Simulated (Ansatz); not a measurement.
# C₂H₆GaIn: one species, many methods

The task here is to estimate one member of a computed series from the others.

The runs use Ansatz 0.2.0, Gaussian basis; functionals in def2-TZVPP, the program's frozen cores in correlated methods.

Levels to be run: LDA (SPW92), PBE-D4, revPBE-D4, BLYP-D4, r2SCAN-D4, B97M-V, PBE0-D4, B3LYP-D4, r2SCANh-D4, r2SCAN0-D4, HSE06-D4, BHLYP-D4, CAM-B3LYP-D4, LC-ωPBE, ωB97X-V, ωB97M-V, B2PLYP, PBE-QIDH; CCSD(T)/def2-SVP; CCSD(T)/def2-TZVPP; MP2/def2-QZVPP; extrapolation to the limit; RPA on PBE.

## The geometry

All runs share one geometry, relaxed beforehand with PBE0-D4 in a triple-zeta def2 set. In takes the def2 core potential; no spin-orbit term is included.

SMILES `C=[C]([GaH2])[InH2]`, 10 atoms, charge 0, spin multiplicity 1.

Atoms are counted from 1 here; the program's logs count them from 0.

Bond lengths: C1–C2 1.343 Å, C1–H5 1.093 Å, C1–H6 1.094 Å, C2–Ga3 1.956 Å, C2–In4 2.148 Å, Ga3–H7 1.572 Å, Ga3–H8 1.577 Å, In4–H9 1.724 Å, In4–H10 1.733 Å. Angles: C2–C1–H5 123.4°, C2–C1–H6 122.5°, H5–C1–H6 114.1°, C1–C2–Ga3 116.5°, C1–C2–In4 116.8°, Ga3–C2–In4 126.8°, C2–Ga3–H7 121.6°, C2–Ga3–H8 117.3°, H7–Ga3–H8 121.1°, C2–In4–H9 122.2°, C2–In4–H10 115.5°, H9–In4–H10 122.3°.

Geometry (Å):

```mol
C2H6GaIn
  3D, bonds by distance, orders not assigned

 10  9  0  0  0  0  0  0  0  0999 V2000
   -0.5502    0.5441   -1.2887 C   0  0
   -0.0530    0.0094   -0.1620 C   0  0
    0.4429   -1.8816   -0.2385 Ga  0  0
    0.1164    1.3153    1.5356 In  0  0
   -0.8625    1.5878   -1.3717 H   0  0
   -0.6777   -0.0354   -2.2074 H   0  0
    1.0391   -2.6279    1.0094 H   0  0
    0.2206   -2.6336   -1.6064 H   0  0
    0.7342    0.7760    3.0525 H   0  0
   -0.4098    2.9458    1.2771 H   0  0
  1  2  8  0
  2  3  8  0
  2  4  8  0
  1  5  8  0
  1  6  8  0
  3  7  8  0
  3  8  8  0
  4  9  8  0
  4 10  8  0
M  END
```

Set-up of the first run:

in.yaml reads:

```yaml
crystal:
  periodic: [false, false, false]
  atoms:
    - {symbol: C, position_ang: [-0.550222, 0.544086, -1.288701]}
    - {symbol: C, position_ang: [-0.053018, 0.009446, -0.161963]}
    - {symbol: Ga, position_ang: [0.442881, -1.881600, -0.238532]}
    - {symbol: In, position_ang: [0.116432, 1.315279, 1.535598]}
    - {symbol: H, position_ang: [-0.862493, 1.587839, -1.371656]}
    - {symbol: H, position_ang: [-0.677667, -0.035405, -2.207371]}
    - {symbol: H, position_ang: [1.039072, -2.627884, 1.009363]}
    - {symbol: H, position_ang: [0.220553, -2.633604, -1.606388]}
    - {symbol: H, position_ang: [0.734223, 0.776018, 3.052529]}
    - {symbol: H, position_ang: [-0.409772, 2.945816, 1.277131]}
basis:
  gaussian: {orbitals: def2-TZVPP}
hamiltonian: {xc: lda}
output: {orbitals: {seedname: orbitals}}
```

Among the steps run: LDA; PBE-D4 (GGA); revPBE-D4 (GGA); BLYP-D4 (GGA); r2SCAN-D4 (meta-GGA); B97M-V (meta-GGA); PBE0-D4 (hybrid); B3LYP-D4 (hybrid); r2SCANh-D4 (hybrid); r2SCAN0-D4 (hybrid); HSE06-D4 (hybrid); BHLYP-D4 (hybrid); CAM-B3LYP-D4 (range-separated); LC-ωPBE (range-separated); ωB97X-V (range-separated); ωB97M-V (range-separated); B2PLYP (double hybrid); PBE-QIDH (double hybrid).

One of the session's tables, all rows but one given; the rest of the session is left out.

It belongs to the step «Frontier levels by functional». 

| functional | HOMO (eV) | LUMO (eV) | gap (eV) |
| --- | --- | --- | --- |
| LDA (SPW92) | ? | ? | ? |
| PBE-D4 | -5.78 | -2.89 | 2.88 |
| revPBE-D4 | -5.72 | -2.78 | 2.94 |
| BLYP-D4 | -5.66 | -2.81 | 2.85 |
| r2SCAN-D4 | -5.95 | -2.69 | 3.27 |
| B97M-V | -6.03 | -2.84 | 3.19 |
| PBE0-D4 | -6.83 | -2.06 | 4.77 |
| B3LYP-D4 | -6.66 | -2.32 | 4.34 |
| r2SCANh-D4 | -6.35 | -2.39 | 3.97 |
| r2SCAN0-D4 | -6.96 | -1.95 | 5.01 |
| HSE06-D4 | -6.44 | -2.43 | 4.01 |
| BHLYP-D4 | -7.82 | -1.29 | 6.53 |
| CAM-B3LYP-D4 | -8.09 | -1.17 | 6.93 |
| LC-ωPBE | -9.34 | -0.05 | 9.29 |
| ωB97X-V | -9.03 | -0.18 | 8.85 |
| ωB97M-V | -8.90 | -0.42 | 8.48 |

Q: Estimate the row for LDA (SPW92) from the others.

As computed: HOMO (eV): -5.92; LUMO (eV): -3.16; gap (eV): 2.77. In the column «HOMO (eV)» it lies between r2SCAN-D4 (-5.95) and PBE-D4 (-5.78).
